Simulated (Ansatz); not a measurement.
# Ir (fcc type): the cost of one run

Program: Ansatz 0.2.0. Level of theory: DFT, PBEsol, all-electron LAPW, scalar-relativistic. These are calculated values, not measurements.

**1. The structure to begin with**

The structure is cubic, space group Fm-3m (No. 225). The conventional cell has a = 3.832 Å, b = 3.832 Å, c = 3.832 Å, α = 90.00°, β = 90.00°, γ = 90.00°. Around Ir (site symmetry m-3m) lie 12 Ir at 2.71 Å.

As a file:

```xyz
2
Lattice="-1.9158 1.9158 0.0000 0.0000 0.0000 3.8316 1.9158 1.9158 0.0000" Properties=species:S:1:pos:R:3 pbc="T T T"
Ir    0.0000    0.0000    0.0000
Ir    0.0000    1.9158    1.9158
```

Atoms are numbered in the order of the input: Ir1, Ir2.

**2. Bulk in the slab's orientation, LAPW**

File input.yaml:

```yaml
crystal:
  lattice:
    - [-1.9158194251, 1.9158194251, 0.0]
    - [0.0, 0.0, 3.8316388502]
    - [1.9158194251, 1.9158194251, 0.0]
  atoms:
    - { symbol: Ir, position: [0.0, 0.0, 0.0] }
    - { symbol: Ir, position: [0.5, 0.5, 0.5] }
kpoints:
  mp_grid: { grid: [15, 11, 15] }
scf:
  occupations: { method: fermi_dirac, width: 0.1 }
hamiltonian:
  xc: pbesol
  pseudopotentials: { kind: all_electron, lapw: { basis_error: 0.001 } }
output:
  forces: true
  stress: true
  eigenvalues: true
```

The run is started by

```console
$ ansatz run input.yaml --threads 2 --pin off --max-ram 4096MiB --backend cpu --events-out ev --progress --plain --runs-dir out
```

What time and memory should one allow on 2 threads of Intel Xeon 6975P-C (Granite Rapids), shared host?

About 27 s, with a peak of 0.93 GiB.
